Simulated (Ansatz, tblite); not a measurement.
# n-GeGeGeGeGeH12 (Ge₅H₁₂): a ladder of methods and basis sets

Aim: run the singlet of n-GeGeGeGeGeH12 (Ge₅H₁₂) at one geometry on many levels, and compare frontier levels, spin and run time.

The runs use Ansatz 0.2.0, Gaussian basis; as each input shows.

Plan: GFN1-xTB, GFN2-xTB, PBE-D4/def2-TZVP, r2SCAN-D4/def2-TZVP, revPBE-D4/def2-TZVP, LC-ωPBE/def2-TZVP, PBE-D4/def2-SVP, PBE0-D4/def2-SVP, MP2/def2-TZVP, RPA/def2-TZVP.

4 further runs of the same task are left out: 2 that didn't finish, 2 set aside as unsound or not needed. Runs told in other sessions of the task aren't counted.

## Step 1: The structure

The singlet was relaxed beforehand with PBE0-D4/def2-SVP.

17 atoms, charge 0, spin multiplicity 1.

Bond lengths: Ge1–Ge2 2.426 Å, Ge1–H6 1.539 Å, Ge1–H7 1.539 Å, Ge1–H8 1.540 Å, Ge2–Ge3 2.428 Å, Ge2–H9 1.542 Å, Ge2–H10 1.542 Å, Ge3–Ge4 2.427 Å, Ge3–H11 1.542 Å, Ge3–H12 1.542 Å, Ge4–Ge5 2.424 Å, Ge4–H13 1.542 Å, Ge4–H14 1.544 Å, Ge5–H15 1.540 Å, Ge5–H16 1.540 Å, Ge5–H17 1.541 Å. Angles: Ge2–Ge1–H6 109.8°, Ge2–Ge1–H7 111.2°, Ge2–Ge1–H8 109.7°, H6–Ge1–H7 108.9°, H6–Ge1–H8 108.5°, H7–Ge1–H8 108.7°, Ge1–Ge2–Ge3 109.6°, Ge1–Ge2–H9 110.2°, Ge1–Ge2–H10 109.1°, Ge3–Ge2–H9 110.9°, Ge3–Ge2–H10 109.0°, H9–Ge2–H10 108.1°, Ge2–Ge3–Ge4 107.8°, Ge2–Ge3–H11 110.5°, Ge2–Ge3–H12 109.7°, Ge4–Ge3–H11 110.2°, Ge4–Ge3–H12 110.4°, H11–Ge3–H12 108.3° and more.

PBE0-D4/def2-TZVP was run before; its log isn't repeated, and its numbers join the tables.

## Step 2: GFN1-xTB

Tight binding, by tblite at 300 K electronic temperature and without a spin-polarisation term:

```python
tblite.interface.Calculator('GFN1-xTB', numbers, positions, charge=0, uhf=0).singlepoint()
```

Energy -403.3576 eV, HOMO -11.64 eV, LUMO -7.97 eV; 0.016 s.

## Step 3: GFN2-xTB

Tight binding, by tblite at 300 K electronic temperature and without a spin-polarisation term:

```python
tblite.interface.Calculator('GFN2-xTB', numbers, positions, charge=0, uhf=0).singlepoint()
```

Energy -428.6770 eV, HOMO -10.33 eV, LUMO -4.98 eV; 0.01 s.

## Step 4: PBE-D4/def2-TZVP

start.molden holds the orbitals of an earlier run on this state, given as this run's starting guess.

File in.yaml:

```yaml
crystal:
  periodic: [false, false, false]
  atoms:
    - {symbol: Ge, position_ang: [1.777848, 1.812245, -0.822423]}
    - {symbol: Ge, position_ang: [0.162587, 1.808880, 0.987175]}
    - {symbol: Ge, position_ang: [-1.855018, 0.662217, 0.274802]}
    - {symbol: Ge, position_ang: [-1.186979, -1.373967, -0.864635]}
    - {symbol: Ge, position_ang: [0.348199, -2.627565, 0.530725]}
    - {symbol: H, position_ang: [1.166559, 2.481402, -2.066581]}
    - {symbol: H, position_ang: [3.056501, 2.572472, -0.426316]}
    - {symbol: H, position_ang: [2.155257, 0.363011, -1.183556]}
    - {symbol: H, position_ang: [-0.151632, 3.253903, 1.422448]}
    - {symbol: H, position_ang: [0.761885, 1.063521, 2.197159]}
    - {symbol: H, position_ang: [-2.742661, 0.324543, 1.489686]}
    - {symbol: H, position_ang: [-2.660873, 1.570455, -0.675822]}
    - {symbol: H, position_ang: [-2.411982, -2.242520, -1.215350]}
    - {symbol: H, position_ang: [-0.480844, -0.988760, -2.182279]}
    - {symbol: H, position_ang: [0.919114, -3.844205, -0.220803]}
    - {symbol: H, position_ang: [-0.373496, -3.119613, 1.799400]}
    - {symbol: H, position_ang: [1.515545, -1.716019, 0.956350]}
basis:
  gaussian: {orbitals: def2-TZVP, initial_orbitals: start.molden}
hamiltonian: {xc: pbe, dispersion: d4}
scf: {omitted_lower_state_checks: [starts]}
output: {forces: true, orbitals: {seedname: orbitals}}
```

The run is started by

```bash
> ansatz run in.yaml --threads 4 --pin off --events-out ev --progress --plain --max-ram 4787MiB
```

Standard output, shortened:

```text
Functional definition: PBE
  name "PBE"
  cite "Perdew, Burke & Ernzerhof, Phys. Rev. Lett. 77, 3865 (1996) doi:10.1103/PhysRevLett.77.3865"
  parent pbe
[...]
2318 factors; their error is unknown
[...]
mean field -282743.94253316 eV, -10390.6482373660 hartree, gradient 1.6e-5 eV, S^2 0.000000; 0 other end points of the search recorded, 0 dependent functions left out
[...]
reference -282743.94259514 eV, -10390.6482396436 hartree; 86, 86 occupied and 226, 226 virtual orbitals, 2318 factors
Total energy: -282744.45353412 eV, -10390.6670163049 hartree
Atom 0 at     1.777848     1.812245    -0.822423 Å, force    -0.033420    -0.007074     0.046834 eV/Å
Atom 1 at     0.162587     1.808880     0.987175 Å, force     0.000531    -0.025062    -0.042847 eV/Å
Atom 2 at    -1.855018     0.662217     0.274802 Å, force     0.046601    -0.011789    -0.007526 eV/Å
Atom 3 at    -1.186979    -1.373967    -0.864635 Å, force    -0.002724     0.007891     0.028558 eV/Å
Atom 4 at     0.348199    -2.627565     0.530725 Å, force    -0.009082     0.030588    -0.019146 eV/Å
Atom 5 at     1.166559     2.481402    -2.066581 Å, force    -0.043596     0.056867    -0.116197 eV/Å
Atom 6 at     3.056501     2.572472    -0.426316 Å, force     0.116191     0.064260     0.023778 eV/Å
Atom 7 at     2.155257     0.363011    -1.183556 Å, force     0.032322    -0.106642    -0.032047 eV/Å
Atom 8 at    -0.151632     3.253903     1.422448 Å, force    -0.020912     0.139908     0.050615 eV/Å
Atom 9 at     0.761885     1.063521     2.197159 Å, force     0.052226    -0.055793     0.113403 eV/Å
Atom 10 at    -2.742661     0.324543     1.489686 Å, force    -0.089101    -0.030604     0.105636 eV/Å
Atom 11 at    -2.660873     1.570455    -0.675822 Å, force    -0.082012     0.082285    -0.083787 eV/Å
Atom 12 at    -2.411982    -2.242520    -1.215350 Å, force    -0.108487    -0.080742    -0.045525 eV/Å
Atom 13 at    -0.480844    -0.988760    -2.182279 Å, force     0.048951     0.022797    -0.103768 eV/Å
Atom 14 at     0.919114    -3.844205    -0.220803 Å, force     0.051417    -0.104017    -0.051668 eV/Å
Atom 15 at    -0.373496    -3.119613     1.799400 Å, force    -0.049500    -0.038364     0.097897 eV/Å
Atom 16 at     1.515545    -1.716019     0.956350 Å, force     0.090594     0.055491     0.035790 eV/Å
Dipole moment:    -0.018245     0.004771     0.003117 e Å
Checks for a lower state left out: starts
```

Run time: 9.5 s. Hardware: 4 threads of Arm Neoverse V2, shared host; peak memory 0.71 GiB.

HOMO -6.66 eV, LUMO -1.02 eV.

## Step 5: r2SCAN-D4/def2-TZVP

in.yaml: that of step 4 with these lines changed.

```diff
@@ -22,4 +22,4 @@
   gaussian: {orbitals: def2-TZVP, initial_orbitals: start.molden}
-hamiltonian: {xc: pbe, dispersion: d4}
+hamiltonian: {xc: r2scan, dispersion: d4}
 scf: {omitted_lower_state_checks: [starts]}
-output: {forces: true, orbitals: {seedname: orbitals}}
+output: {orbitals: {seedname: orbitals}}
```

Same command.

Standard output:

```text
Functional definition: r2SCAN
  name "r2SCAN"
  cite "Furness, Kaplan, Ning, Perdew & Sun, J. Phys. Chem. Lett. 11, 8208 (2020) doi:10.1021/acs.jpclett.0c02405"
  cite "Furness, Kaplan, Ning, Perdew & Sun, J. Phys. Chem. Lett. 11, 9248 (2020) doi:10.1021/acs.jpclett.0c03077"
  parent r2scan
  parameter k0 = 0.174
  parameter k1 = 0.065
  parameter a1 = 4.9479
  exchange = r2scan_x(k0 = k0, k1 = k1, a1 = a1)
  correlation = r2scan_c
these checks for a lower state are left out or cut short: starts
2318 factors; their error is unknown
mean field evaluation 1: about -282786.3463 eV, gradient 1.2e1 eV
mean field evaluation 2: about -282786.4497 eV, gradient 1.5e-1 eV
mean field evaluation 4: about -282786.4070 eV, gradient 1.1e-4 eV
mean field -282786.40701517 eV, -10392.2087782966 hartree, gradient 1.3e-5 eV, S^2 0.000000; 0 other end points of the search recorded, 0 dependent functions left out
reference -282786.40703274 eV, -10392.2087789422 hartree; 86, 86 occupied and 226, 226 virtual orbitals, 2318 factors
Total energy: -282786.53759657 eV, -10392.2135770744 hartree
Checks for a lower state left out: starts
```

Wall time 15 s (4 threads of Arm Neoverse V2, shared host); peak memory 0.76 GiB.

Report: HOMO -6.92 eV, LUMO -0.77 eV.

## Step 6: revPBE-D4/def2-TZVP

in.yaml: that of step 5 with these lines changed.

```diff
@@ -22,3 +22,3 @@
   gaussian: {orbitals: def2-TZVP, initial_orbitals: start.molden}
-hamiltonian: {xc: r2scan, dispersion: d4}
+hamiltonian: {xc: {name: revPBE}, dispersion: d4}
 scf: {omitted_lower_state_checks: [starts]}
```

Same command.

Standard output:

```text
Functional definition: revPBE
  name "revPBE"
  cite "Zhang & Yang, Phys. Rev. Lett. 80, 890 (1998) doi:10.1103/PhysRevLett.80.890"
  cite "Perdew, Burke & Ernzerhof, Phys. Rev. Lett. 77, 3865 (1996) doi:10.1103/PhysRevLett.77.3865"
  parameter kappa = 1.245
  parameter beta = 0.06672455060314922
  exchange = pbe_x(kappa = kappa, mu = beta*pi^2/3)
  correlation = pbe_c(beta = beta)
these checks for a lower state are left out or cut short: starts
2318 factors; their error is unknown
mean field evaluation 1: about -282765.4696 eV, gradient 1.6e1 eV
mean field evaluation 2: about -282765.6962 eV, gradient 2.6e-1 eV
mean field evaluation 4: about -282765.6275 eV, gradient 3.0e-4 eV
mean field -282765.62751161 eV, -10391.4451456254 hartree, gradient 1.6e-5 eV, S^2 0.000000; 0 other end points of the search recorded, 0 dependent functions left out
reference -282765.62758912 eV, -10391.4451484738 hartree; 86, 86 occupied and 226, 226 virtual orbitals, 2318 factors
Total energy: -282766.77199380 eV, -10391.4872045702 hartree
Checks for a lower state left out: starts
```

Wall time 8.5 s (4 threads of Arm Neoverse V2, shared host); peak memory 0.72 GiB.

Report: HOMO -6.61 eV, LUMO -0.91 eV.

## Step 7: LC-ωPBE/def2-TZVP

in.yaml: that of step 6 with these lines changed.

```diff
@@ -22,3 +22,3 @@
   gaussian: {orbitals: def2-TZVP, initial_orbitals: start.molden}
-hamiltonian: {xc: {name: revPBE}, dispersion: d4}
+hamiltonian: {xc: {name: LC-wPBE}}
 scf: {omitted_lower_state_checks: [starts]}
```

Same command.

Standard output, shortened:

```text
Functional definition: LC-wPBE
  name "LC-wPBE"
  cite "Vydrov & Scuseria, J. Chem. Phys. 125, 234109 (2006) doi:10.1063/1.2409292"
  cite "Heyd & Scuseria, J. Chem. Phys. 120, 7274 (2004) doi:10.1063/1.1668634"
  cite "Ernzerhof & Perdew, J. Chem. Phys. 109, 3313 (1998) doi:10.1063/1.476928"
  cite "Perdew, Burke & Ernzerhof, Phys. Rev. Lett. 77, 3865 (1996) doi:10.1103/PhysRevLett.77.3865"
  parent pbe
[...]
2318 factors; their error is unknown
709 factors; integrals over basis functions are off by at most 1.2e-5 eV
[...]
mean field -282750.83688462 eV, -10390.9016001091 hartree, gradient 2.2e-5 eV, S^2 0.000000; 0 other end points of the search recorded, 0 dependent functions left out
reference -282750.83688464 eV, -10390.9016001095 hartree; 86, 86 occupied and 226, 226 virtual orbitals, 2318 factors
Total energy: -282750.83688464 eV, -10390.9016001095 hartree
Checks for a lower state left out: starts
```

Run time: 13 s. Hardware: 4 threads of Arm Neoverse V2, shared host; peak memory 1.2 GiB.

HOMO -10.05 eV, LUMO 1.83 eV.

## Step 8: PBE-D4/def2-SVP

in.yaml: that of step 7 with these lines changed.

```diff
@@ -21,4 +21,4 @@
 basis:
-  gaussian: {orbitals: def2-TZVP, initial_orbitals: start.molden}
-hamiltonian: {xc: {name: LC-wPBE}}
+  gaussian: {orbitals: def2-SVP, initial_orbitals: start.molden}
+hamiltonian: {xc: pbe, dispersion: d4}
 scf: {omitted_lower_state_checks: [starts]}
```

Launched as before.

Standard output:

```text
Functional definition: PBE
  name "PBE"
  cite "Perdew, Burke & Ernzerhof, Phys. Rev. Lett. 77, 3865 (1996) doi:10.1103/PhysRevLett.77.3865"
  parent pbe
  parameter kappa = 0.804
  parameter beta = 0.06672455060314922
  exchange = pbe_x(kappa = kappa, mu = beta*pi^2/3)
  correlation = pbe_c(beta = beta)
these checks for a lower state are left out or cut short: starts
2451 factors; their error is unknown
mean field evaluation 1: about -282708.0516 eV, gradient 1.3e1 eV
mean field evaluation 2: about -282708.3016 eV, gradient 2.4e-1 eV
mean field evaluation 4: about -282708.1283 eV, gradient 2.5e-4 eV
mean field -282708.12826474 eV, -10389.3320872774 hartree, gradient 2.0e-5 eV, S^2 0.000000; 0 other end points of the search recorded, 0 dependent functions left out
reference -282708.12832003 eV, -10389.3320893092 hartree; 86, 86 occupied and 134, 134 virtual orbitals, 2451 factors
Total energy: -282708.63925901 eV, -10389.3508659704 hartree
Checks for a lower state left out: starts
```

Run time: 4.4 s. Hardware: 4 threads of Arm Neoverse V2, shared host.

From the report: HOMO -6.63 eV, LUMO -0.84 eV.

## Step 9: PBE0-D4/def2-SVP

in.yaml: that of step 8 with these lines changed.

```diff
@@ -22,3 +22,3 @@
   gaussian: {orbitals: def2-SVP, initial_orbitals: start.molden}
-hamiltonian: {xc: pbe, dispersion: d4}
+hamiltonian: {xc: pbe0, dispersion: d4}
 scf: {omitted_lower_state_checks: [starts]}
```

Same command.

Standard output:

```text
Functional definition: PBE0
  name "PBE0"
  cite "Adamo & Barone, J. Chem. Phys. 110, 6158 (1999) doi:10.1063/1.478522"
  cite "Perdew, Burke & Ernzerhof, Phys. Rev. Lett. 77, 3865 (1996) doi:10.1103/PhysRevLett.77.3865"
  parent pbe
  parameter a = 0.25
  parameter kappa = 0.804
  parameter beta = 0.06672455060314922
  exchange = (1 - a)*pbe_x(kappa = kappa, mu = beta*pi^2/3) + a*exact_x
  correlation = pbe_c(beta = beta)
these checks for a lower state are left out or cut short: starts
2192 factors; integrals over basis functions are off by at most 1.5e-3 eV
mean field evaluation 1: about -282716.1305 eV, gradient 4.0e0 eV
mean field evaluation 2: about -282716.1513 eV, gradient 2.2e-2 eV
mean field evaluation 4: about -282716.2160 eV, gradient 3.9e-4 eV
mean field -282716.21596535 eV, -10389.6293047925 hartree, gradient 2.3e-5 eV, S^2 0.000000; 0 other end points of the search recorded, 0 dependent functions left out
reference -282716.21600696 eV, -10389.6293063220 hartree; 86, 86 occupied and 134, 134 virtual orbitals, 2192 factors
Total energy: -282716.66743416 eV, -10389.6458959654 hartree
Checks for a lower state left out: starts
```

It took 9.5 s on 4 threads of Arm Neoverse V2, shared host; peak memory 0.88 GiB.

Report: HOMO -7.66 eV, LUMO -0.06 eV.

## Step 10: MP2/def2-TZVP

in.yaml: that of step 9 with these lines changed.

```diff
@@ -21,4 +21,4 @@
 basis:
-  gaussian: {orbitals: def2-SVP, initial_orbitals: start.molden}
-hamiltonian: {xc: pbe0, dispersion: d4}
+  gaussian: {orbitals: def2-TZVP, initial_orbitals: start.molden}
+correlation: {method: mp2}
 scf: {omitted_lower_state_checks: [starts]}
```

Launched as before.

Standard output:

```text
Functional definition: HF
  name "HF"
  cite "Fock, Z. Phys. 61, 126 (1930) doi:10.1007/BF01340294"
  parent pbe
  exchange = exact_x
  correlation = 0
these checks for a lower state are left out or cut short: starts
2219 factors; integrals over basis functions are off by at most 1.0e-3 eV
mean field evaluation 1: about -282556.4889 eV, gradient 5.1e1 eV
mean field evaluation 2: about -282558.4445 eV, gradient 2.4e0 eV
mean field evaluation 4: about -282558.6859 eV, gradient 7.9e-1 eV
mean field evaluation 8: about -282558.6881 eV, gradient 5.9e-5 eV
mean field -282558.68805812 eV, -10383.8402609782 hartree, gradient 1.2e-6 eV, S^2 0.000000; 0 other end points of the search recorded, 0 dependent functions left out
45 core orbitals not correlated: weight in the atoms' cores, before any rotation towards them, 1.000 or more for the frozen orbitals, at most 0.000 for the correlated occupied ones
reference -282558.68805812 eV, -10383.8402609782 hartree; 41, 41 occupied and 226, 226 virtual orbitals, 2219 factors
second order -34.89971541 eV of doubles, -0.00000000 eV of singles
Total energy: -282593.58777353 eV, -10385.1228018636 hartree
Checks for a lower state left out: starts
```

Run time: 20 s. Hardware: 4 threads of Arm Neoverse V2, shared host; peak memory 1.4 GiB.

Report: Hartree-Fock HOMO -9.83 eV, LUMO 2.86 eV.

## Step 11: RPA/def2-TZVP

in.yaml: that of step 10 with these lines changed.

```diff
@@ -22,4 +22,4 @@
   gaussian: {orbitals: def2-TZVP, initial_orbitals: start.molden}
-correlation: {method: mp2}
+hamiltonian: {xc: pbe}
+correlation: {method: rpa}
 scf: {omitted_lower_state_checks: [starts]}
-output: {orbitals: {seedname: orbitals}}
```

Same command.

Standard output, shortened:

```text
Functional definition: PBE
  name "PBE"
  cite "Perdew, Burke & Ernzerhof, Phys. Rev. Lett. 77, 3865 (1996) doi:10.1103/PhysRevLett.77.3865"
  parent pbe
[...]
2219 factors; integrals over basis functions are off by at most 1.0e-3 eV
[...]
mean field -282743.94251889 eV, -10390.6482368417 hartree, gradient 2.7e-6 eV, S^2 0.000000; 0 other end points of the search recorded, 0 dependent functions left out
45 core orbitals not correlated: weight in the atoms' cores, before any rotation towards them, 1.000 or more for the frozen orbitals, at most 0.000 for the correlated occupied ones
reference -282554.90107388 eV, -10383.7010918743 hartree; 41, 41 occupied and 226, 226 virtual orbitals, 2219 factors
Total energy: -282611.42132044 eV, -10385.7781726248 hartree
Checks for a lower state left out: starts
```

It took 20 s on 4 threads of Arm Neoverse V2, shared host; peak memory 1.1 GiB.

## Step 12: Levels side by side

| level | functions | HOMO (eV) | LUMO (eV) | gap (eV) | time |
| --- | --- | --- | --- | --- | --- |
| PBE-D4/def2-SVP | 220 | -6.63 | -0.84 | 5.80 | 4.4 s |
| PBE-D4/def2-TZVP | 312 | -6.66 | -1.02 | 5.64 | 9.5 s |
| revPBE-D4/def2-TZVP | 312 | -6.61 | -0.91 | 5.70 | 8.5 s |
| r2SCAN-D4/def2-TZVP | 312 | -6.92 | -0.77 | 6.15 | 15 s |
| PBE0-D4/def2-SVP | 220 | -7.66 | -0.06 | 7.60 | 9.5 s |
| PBE0-D4/def2-TZVP | 312 | -7.65 | -0.22 | 7.43 | 21 s |
| LC-ωPBE/def2-TZVP | 312 | -10.05 | 1.83 | 11.88 | 13 s |

Energy pieces by basis (eV):

| basis | HF | MP2 correlation | total |
| --- | --- | --- | --- |
| def2-TZVP | -282558.6881 | -34.8997 | -282593.5878 (MP2) |

## Step 13: Binding energy

Free atoms were run apart at each level; binding is atoms less cluster, divided by the number of atoms, without zero-point or spin-orbit terms.

| level | binding an atom (eV) |
| --- | --- |
| HF/def2-TZVP | 1.981 |
| PBE-D4/def2-SVP | 2.660 |
| PBE-D4/def2-TZVP | 2.662 |
| revPBE-D4/def2-TZVP | 2.612 |
| r2SCAN-D4/def2-TZVP | 2.718 |
| PBE0-D4/def2-SVP | 2.668 |
| PBE0-D4/def2-TZVP | 2.668 |
| LC-ωPBE/def2-TZVP | 2.656 |
| MP2/def2-TZVP | 2.576 |

## Step 14: Outcome

```
                                                 quantity                                    value
gap in def2-TZVP, named functionals, smallest and largest     5.64 eV (PBE-D4), 11.88 eV (LC-ωPBE)
                        correlation energy, MP2/def2-TZVP                                -34.90 eV
                binding an atom, functionals in def2-TZVP  2.61 (revPBE-D4) to 2.72 eV (r2SCAN-D4)
          PBE0 total energy, smallest basis above largest           35.62 eV (def2-SVP, def2-TZVP)
```

Over the named functionals in def2-TZVP the gap runs from 5.64 eV (PBE-D4) to 11.88 eV (LC-ωPBE); exact exchange widens it.

The slowest run with a step of its own, MP2/def2-TZVP, took 20 s; the quickest functional in def2-TZVP took 8.5 s (shared host).
